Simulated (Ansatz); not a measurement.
**ClGeH₆NSi: one species, many methods**

The task here is to estimate one member of a computed series from the others.

Method: functionals in def2-TZVPP, the program's frozen cores in correlated methods; program: Ansatz 0.2.0, Gaussian basis.

The runs, in order: PBE-D4, r2SCAN-D4, PBE0-D4, B3LYP-D4, ωB97X-V, ωB97M-V, B2PLYP; CCSD(T)/def2-TZVPP; MP2/def2-QZVPP; extrapolation to the limit.

## The relaxed structure

An earlier PBE0-D4 in a triple-zeta def2 set relaxation fixed the geometry.

SMILES `N[SiH](Cl)[GeH3]`, 10 atoms, charge 0, spin multiplicity 1.

Atoms are counted from 1 here; the program's logs count them from 0.

Bond lengths: N1–Si2 1.705 Å, N1–H5 1.008 Å, N1–H6 1.007 Å, Si2–Cl3 2.081 Å, Si2–Ge4 2.374 Å, Si2–H7 1.482 Å, Ge4–H8 1.535 Å, Ge4–H9 1.538 Å, Ge4–H10 1.539 Å. Angles: Si2–N1–H5 120.2°, Si2–N1–H6 120.6°, H5–N1–H6 111.1°, N1–Si2–Cl3 114.6°, N1–Si2–Ge4 109.1°, N1–Si2–H7 107.2°, Cl3–Si2–Ge4 106.7°, Cl3–Si2–H7 105.1°, Ge4–Si2–H7 114.3°, Si2–Ge4–H8 110.7°, Si2–Ge4–H9 110.9°, Si2–Ge4–H10 109.3°, H8–Ge4–H9 109.0°, H8–Ge4–H10 108.6°, H9–Ge4–H10 108.3°.

The first run:

in.yaml

```yaml
crystal:
  periodic: [false, false, false]
  atoms:
    - {symbol: N, position_ang: [-0.487713, 1.580465, -0.689823]}
    - {symbol: Si, position_ang: [0.324884, 0.085655, -0.799479]}
    - {symbol: Cl, position_ang: [-0.475960, -1.234369, -2.195006]}
    - {symbol: Ge, position_ang: [0.227430, -1.007294, 1.306235]}
    - {symbol: H, position_ang: [-0.382469, 2.269844, -1.417805]}
    - {symbol: H, position_ang: [-1.398742, 1.638189, -0.263541]}
    - {symbol: H, position_ang: [1.698831, 0.366532, -1.277289]}
    - {symbol: H, position_ang: [0.752020, -2.446220, 1.196445]}
    - {symbol: H, position_ang: [1.058874, -0.250362, 2.355434]}
    - {symbol: H, position_ang: [-1.233955, -1.053641, 1.787629]}
basis:
  gaussian: {orbitals: def2-TZVPP}
hamiltonian: {xc: pbe, dispersion: d4}
output: {forces: true, orbitals: {seedname: orbitals}}
```

Command:

```
$ ansatz run in.yaml --threads 4 --pin off --events-out ev --progress --plain --max-ram 10444MiB
```

Steps of the session up to this table: PBE-D4 (GGA); r2SCAN-D4 (meta-GGA); PBE0-D4 (hybrid); B3LYP-D4 (hybrid); ωB97X-V (range-separated); ωB97M-V (range-separated); B2PLYP (double hybrid); CCSD(T) in def2-TZVPP; MP2 in def2-QZVPP.

One of the session's tables, all rows but one given; the rest of the session is left out.

```
            method  atomisation energy (kJ/mol)
            PBE-D4                       3031.9
         r2SCAN-D4                       3028.3
           PBE0-D4                       3003.1
          B3LYP-D4                       3020.1
           ωB97X-V                       3058.4
           ωB97M-V                       3032.7
            B2PLYP                       2981.4
     HF/def2-TZVPP                       2173.6
    MP2/def2-TZVPP                       2959.4
   CCSD/def2-TZVPP                       2915.0
CCSD(T)/def2-TZVPP                       2954.8
           MP2/CBS                       3047.5
       CCSD(T)/CBS                            ?
```

**Question.** Estimate the row for CCSD(T)/CBS.

The run gave: atomisation energy (kJ/mol): 3042.9. In the column «atomisation energy (kJ/mol)» it lies between ωB97M-V (3032.7) and MP2/CBS (3047.5).

Limits of these values: Free atoms (1 N, 1 Si, 1 Cl, 1 Ge, 6 H) were run apart at each level; the atomisation energy is their sum less the molecule, without zero-point or spin-orbit terms.
